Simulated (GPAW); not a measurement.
**GeCl2 (SMILES [Cl][Ge][Cl]) at C09-vdW/plane waves (scalar-relativistic datasets, plane-wave cutoff 520 eV)**

Wanted: a convergence series of GeCl2. Input form: an ASE script.

The calculation is run with GPAW 26.7.0.

2 further runs of the same task are left out: 1 that didn't finish, 1 set aside as unsound or not needed.

### Step 1. The molecule

The species is GeCl2 (3 atoms), meant as a singlet with charge 0. As SMILES, `[Cl][Ge][Cl]`. Geometry: a GFN2-xTB relaxation, a rough one for these elements and not checked as a minimum.

Bond lengths: Ge1–Cl2 2.162 Å, Ge1–Cl3 2.162 Å. Angles: Cl2–Ge1–Cl3 99.5°.

### Step 2. A convergence series at C09-vdW/plane waves (scalar-relativistic datasets, plane-wave cutoff 520 eV)

cl2ge_conv.py

```python
import numpy as np
from ase import Atoms
from ase.units import Bohr, Debye
from gpaw import GPAW, PW

# Geometry
positions_bohr = np.array(
              [[  0.009241,  -0.013436,  -1.759675],
               [  3.113966,  -0.035565,   0.897110],
               [ -3.123207,   0.049001,   0.862565]])
molecule = Atoms(['Ge', 'Cl', 'Cl'], positions=positions_bohr * Bohr)

energies, dipoles, levels = [], [], []
for vacuum in [1.5, 2.0, 3.0, 4.0, 5.0, 6.0]:
    molecule.center(vacuum=vacuum)
    calc = GPAW(mode={'name': 'pw', 'ecut': 520},
                maxiter=100,
                xc={'name': 'C09-vdW', 'backend': 'libvdwxc'},
                txt=None)
    molecule.calc = calc
    energies.append(molecule.get_potential_energy())
    dipoles.append(np.linalg.norm(molecule.get_dipole_moment()) / Debye)
    levels.append(calc.get_homo_lumo())
    print(f'vacuum = {vacuum}: E = {energies[-1]:.4f} eV, dipole = {dipoles[-1]:.3f} D, HOMO = {levels[-1][0]:.3f} eV, {calc.get_number_of_iterations()} iterations')
```

Launch:

```console
$ python3 -u cl2ge_conv.py | tee cl2ge_conv.out
```

Standard output:

```text
vacuum = 1.5: E = 44.3081 eV, dipole = 2.366 D, HOMO = 1.896 eV, 10 iterations
vacuum = 2.0: E = 41.5800 eV, dipole = 2.216 D, HOMO = -3.421 eV, 10 iterations
vacuum = 3.0: E = 41.0485 eV, dipole = 1.984 D, HOMO = -5.637 eV, 9 iterations
vacuum = 4.0: E = 41.0538 eV, dipole = 1.925 D, HOMO = -6.359 eV, 9 iterations
vacuum = 5.0: E = 41.0578 eV, dipole = 1.896 D, HOMO = -6.674 eV, 9 iterations
vacuum = 6.0: E = 41.0593 eV, dipole = 1.880 D, HOMO = -6.831 eV, 9 iterations
```

It took 90 s on 1 thread of Intel Xeon 6975P-C (Granite Rapids), shared host; peak memory 1.9 GiB.
